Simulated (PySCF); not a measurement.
# Cl2Ga2H4: the cost of one run

The runs use PySCF 2.14.0, with density-fitted response routines of our own; the level of theory stands in each step. All values are computed, except where a source is named. Atoms count from 0, in the outputs and in this text.

## (1) The starting structure

8 atoms, charge 0, multiplicity 1; geometry from: GFN2-xTB. The atoms were then displaced at random by about 0.01 Å, so the start is not that level's minimum.

Bonds of the start (Å): Cl0–Ga1 2.26, Ga1–Cl2 2.29, Cl2–Ga3 2.24, Ga3–Cl0 2.27, Ga1–H4 1.55, Ga1–H5 1.56, Ga3–H6 1.56, Ga3–H7 1.56.

## (2) Optimising the geometry at PBE0-D3(BJ)/def2-SVP

What the job is given:

```
{"job": {"xc": "PBE0", "basis": "def2-SVP", "d3": "d3bj", "grid": 1, "shake": 0.01, "kind": "geom"}, "charge": 0, "multiplicity": 1}
Cl     0.108270     0.088130    -1.594490
Ga     1.617600     0.108290     0.090490
Cl    -0.105190    -0.114250     1.581860
Ga    -1.587370    -0.108640    -0.103220
H      2.452080    -1.200000     0.037110
H      2.245100     1.528020     0.223670
H     -2.239150    -1.521910    -0.231980
H     -2.436220     1.201230    -0.055900
```

On the command line:

```
OMP_NUM_THREADS=1 python probes_run.py task.json out
```

The driver reads the jobs from task.json and runs them one after another.

**Question.** How long does this first job take on 1 thread of Arm Neoverse V1, shared host, and how much memory does it need?

About 72 s, with a peak of 0.51 GiB.
